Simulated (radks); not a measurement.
# Exchange and kinetic functionals tested on atomic densities: Tl²⁺, Ag⁺, Be, Sb⁴⁺, O⁴⁺, In³⁺

An exercise on one series of results from a longer session: the logs are not shown, and one member is left open.

The numbers are computed with radks (a radial shooting solver on a logarithmic mesh, Libxc functionals) version 1 (non-relativistic Kohn-Sham, PBE, spin-polarised, spherical densities, point nucleus; open shells are filled with parallel spins first), except any that are marked as measured or tabulated.

## What is computed

| Property | Result |
| --- | --- |
| species | Tl²⁺ ([Xe] 4f14 5d10 6s1), Ag⁺ ([Kr] 4d10), Be ([He] 2s2), Sb⁴⁺ ([Kr] 4d10 5s1), O⁴⁺ ([He] 2s2), In³⁺ ([Kr] 4d10) |

The first run:

Settings of this run:

```text
Z 81
configuration [Xe] 4f14 5d10 6s1
relativity non-relativistic
functional pbe,pbe
spin polarised
nucleus point
```

Among the steps run: Tl²⁺, [Xe] 4f14 5d10 6s1.

One table of the session follows, with a row left open; its other results are not shown here.

It belongs to the step «Tl²⁺, [Xe] 4f14 5d10 6s1». Radial moments (bohr):

| level | <r> | outermost maximum (interpolated) | 90 % within | nodes |
| --- | --- | --- | --- | --- |
| 5s up | 0.9747 | 0.895 | 1.39 | 4 |
| 5s down | ? | ? | ? | ? |
| 5p up | 1.051 | 0.944 | 1.52 | 3 |
| 5p down | 1.050 | 0.944 | 1.52 | 3 |
| 5d up | 1.344 | 1.11 | 2.04 | 2 |
| 5d down | 1.334 | 1.10 | 2.02 | 2 |
| 6s up | 2.538 | 2.24 | 3.66 | 5 |
| 6s down | 2.530 | 2.24 | 3.64 | 5 |

Q: Estimate the row for 5s down from the others.

The run gave: <r>: 0.9742; outermost maximum (interpolated): 0.895; 90 % within: 1.39; nodes: 4. In the column «<r>» it is the lowest.
